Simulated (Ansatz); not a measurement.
# Cr: the order of phases at one pressure

Which of bcc, hcp, sc, simple hexagonal, diamond has the lowest enthalpy for Cr at one common pressure? The runs shown use LAPW. Companion runs by PAW are cited.

Program: Ansatz 0.2.0. Level of theory: DFT, LDA, all-electron LAPW, scalar-relativistic. These are calculated values, not measurements.

## 1. The starting structure

It takes space group Im-3m (No. 229, cubic). Conventional cell: a = 2.501 Å, b = 2.501 Å, c = 2.501 Å, α = 90.00°, β = 90.00°, γ = 90.00°. Cr (site symmetry m-3m) is surrounded by 8 Cr at 2.17 Å.

Coordinates:

```xyz
1
Lattice="-1.2503 1.2503 1.2503 1.2503 -1.2503 1.2503 1.2503 1.2503 -1.2503" Properties=species:S:1:pos:R:3 pbc="T T T"
Cr    0.0000    0.0000    0.0000
```

## 2. Bcc relaxed under pressure, LAPW

input.yaml reads:

```yaml
crystal:
  lattice:
    - [-1.2503144577, 1.2503144577, 1.2503144577]
    - [1.2503144577, -1.2503144577, 1.2503144577]
    - [1.2503144577, 1.2503144577, -1.2503144577]
  atoms:
    - { symbol: Cr, position: [0.0, 0.0, 0.0], spin: 2.0 }
magnetization:
  spin_polarized: true
kpoints:
  mp_grid: { grid: [21, 21, 21] }
scf:
  occupations: { method: fermi_dirac, width: 0.1 }
hamiltonian:
  xc: lda
  pseudopotentials: { kind: all_electron, lapw: { basis_error: 0.0005 } }
output:
  forces: true
  stress: true
  eigenvalues: true
relax:
  f_tol: 0.005
  max_steps: 12
  cell: { p_target: 190.0, stress_tol: 0.095 }
```

Command:

```bash
ansatz run input.yaml --threads 2 --pin off --max-ram 7168MiB --backend cpu --events-out ev --progress --plain --runs-dir out
```

The runs that follow: Hcp relaxed under pressure, LAPW; Sc relaxed under pressure, LAPW; Simple hexagonal relaxed under pressure, LAPW; Diamond relaxed under pressure, LAPW.

Q: Predict the outcome of this session. Wanted: pressure; lowest (for each run or level that gives them).

**Answer**, as computed:

| quantity | value |
| --- | --- |
| pressure | 190 GPa |
| lowest (LAPW) | bcc, 568.0 meV/atom under hcp |
| lowest (PAW) | bcc, 565.0 meV/atom under hcp |

What this shows: By LAPW the order is bcc < hcp < simple hexagonal < sc < diamond. By PAW the order is bcc < hcp < simple hexagonal < sc < diamond. The methods agree on the lowest phase. Only these structures were tried, with electrons smeared by 0.1 eV and without vibrations, so the true ground state may be another. The k meshes differ between phases and weren't tested, which can move differences by some meV.
